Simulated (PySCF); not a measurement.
# A diatomic session: CsHg

An exercise on one series of results from a longer session: the logs are not shown, and one member is left open.

Program: PySCF 2.14.0. Level of theory: Cs def2-SVP with ECP46, Hg def2-SVP with ECP60, scalar-relativistic core potentials. These are calculated values, not measurements.

The first run:

The job is set up so:

```yaml
atoms: Cs, Hg
charge: 0
basis: Cs def2-SVP with ECP46, Hg def2-SVP with ECP60
Hamiltonian: scalar-relativistic core potentials
basis_functions: 56
electrons_treated: 29
masses_in_u: 132.9054, 201.9706
levels: PBE0, PBE, r²SCAN, BHandHLYP, LDA, BLYP, HF, MP2, SCS-MP2
grid: 80 radial by 434 angular points
occupations: held fixed by the projection of orbital angular momentum
dissociation_limit: Cs + Hg, each in its ground configuration
starting_distance_in_angstrom: 3.580
values_of_2S_to_try: 1, 3
```

The run is started by

```
> OMP_NUM_THREADS=1 python dia.py task.json out
```

Steps of the session up to this table: Set-up; First curve: PBE0; Higher solutions at PBE0; PBE; r²SCAN (meta-GGA); BHandHLYP; LDA (local density); BLYP (GGA); UHF.

One of the session's tables, all rows but one given; the rest of the session is left out.

```
      level  Re (Å)  ωe (cm⁻¹)  De (eV)
    UHF-MP2   4.588       11.6    0.037
UHF-SCS-MP2   5.092        6.2    0.023
        LDA   3.981       32.9    0.155
        PBE   4.370       21.8    0.068
       BLYP   4.592       16.7    0.031
     r²SCAN       ?          ?        ?
       PBE0   4.476       18.2    0.045
  BHandHLYP   4.779       12.0    0.016
```

Q: Estimate the row for r²SCAN from the others.

The run gave: Re (Å): 4.336; ωe (cm⁻¹): 21.1; De (eV): 0.070. In the column «Re (Å)» it lies between LDA (3.981) and PBE (4.370).

De is counted to Cs + Hg in their ground configurations. No constants: UHF (no minimum is bracketed among the points kept).

Limits of these values: The bond is weak, and basis-set superposition, which was not computed, may be a sizeable part of it.
